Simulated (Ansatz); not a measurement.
**CoNH3+ (singlet): from Hartree-Fock to the top rungs, def2-SVP**

One table from this session's results is given with a row withheld; the runs are named, their logs left out.

Method: def2-SVP, core rule «outside noble gas», up to 10 orbitals frozen; program: Ansatz 0.2.0, Gaussian basis.

To be run: UHF; CCSD(T) on RHF; CCSD(T) on UHF; CISD; CCSDT(Q) on RHF; CCSDT(Q) on UHF.

5 further runs of the same task are left out: 5 set aside as unsound or not needed.

### The system

The geometry is a PBE0/def2-TZVP stationary point (not a proven minimum) of the parent state, kept for this charge and spin.

5 atoms, charge 1, spin multiplicity 1.

Atoms are counted from 1 here; the program's logs count them from 0.

Bond lengths: Co1–N2 2.025 Å, N2–H3 1.017 Å, N2–H4 1.017 Å, N2–H5 1.017 Å. Angles: Co1–N2–H3 111.4°, Co1–N2–H4 111.4°, Co1–N2–H5 111.4°, H3–N2–H4 107.5°, H3–N2–H5 107.5°, H4–N2–H5 107.5°.

Geometry (Å):

| atom | x (Å) | y (Å) | z (Å) |
| --- | --- | --- | --- |
| Co1 | -0.4687 | 0.0040 | 0.0030 |
| N2 | 1.5561 | -0.0132 | -0.0098 |
| H3 | 1.9191 | -0.9634 | -0.0072 |
| H4 | 1.9364 | 0.4615 | 0.8055 |
| H5 | 1.9259 | 0.4529 | -0.8349 |

The first run:

The input, in.yaml:

```yaml
crystal:
  periodic: [false, false, false]
  atoms:
    - {symbol: Co, position_ang: [-0.468717, 0.003975, 0.002965]}
    - {symbol: N, position_ang: [1.556086, -0.013196, -0.009844]}
    - {symbol: H, position_ang: [1.919146, -0.963427, -0.007217]}
    - {symbol: H, position_ang: [1.936371, 0.461463, 0.805533]}
    - {symbol: H, position_ang: [1.925921, 0.452935, -0.834890]}
basis:
  gaussian: {orbitals: def2-SVP}
total_charge: 1
magnetization: {spin_polarized: true, initial_magnetization: 0}
hamiltonian: {xc: hf}
output: {orbitals: {seedname: orbitals}}
```

Launch:

```sh
ansatz run in.yaml --threads 1 --pin off --events-out ev --progress --plain --max-ram 2816MiB --backend cpu
```

Among the steps run: UHF; CCSD(T) on RHF; CCSD(T) on UHF; CISD; CCSDT(Q) on RHF; CCSDT(Q) on UHF.

One table of the session follows, with a row left open; its other results are not shown here.

```
   method  from RCCSDT(Q) (kJ/mol)
      RHF                  +1157.0
     RMP2                   +139.8
     UMP2                    -23.5
     CISD                   +197.0
    RCCSD                    +88.3
    UCCSD                    -76.4
 RCCSD(T)                    +41.0
 UCCSD(T)                   -125.3
   RCCSDT                    +10.3
   UCCSDT                   -153.0
RCCSDT(Q)                        0
UCCSDT(Q)                        ?
```

Estimate the missing values for UCCSDT(Q).

The run gave: from RCCSDT(Q) (kJ/mol): -159.9. In the column «from RCCSDT(Q) (kJ/mol)» it is the lowest.

Left out of the table: UHF (another determinant or state than the rows shown).

Limits of these values: The determinant is far from a pure spin state, so its energy mixes those of several spin states (harmless only where they are near-degenerate, as at dissociation). The program flags UCCSD(T), UCCSDT(Q) as in doubt, so those rows may rest on another solution; read them beside their warnings. Warnings: restricted reference is unstable; spin contamination; coupled cluster took another determinant than the lowest. Restricted and unrestricted rows rest on different reference determinants; where their highest levels disagree by more than a few hundredths of an eV, they describe different states and don't form one ladder.
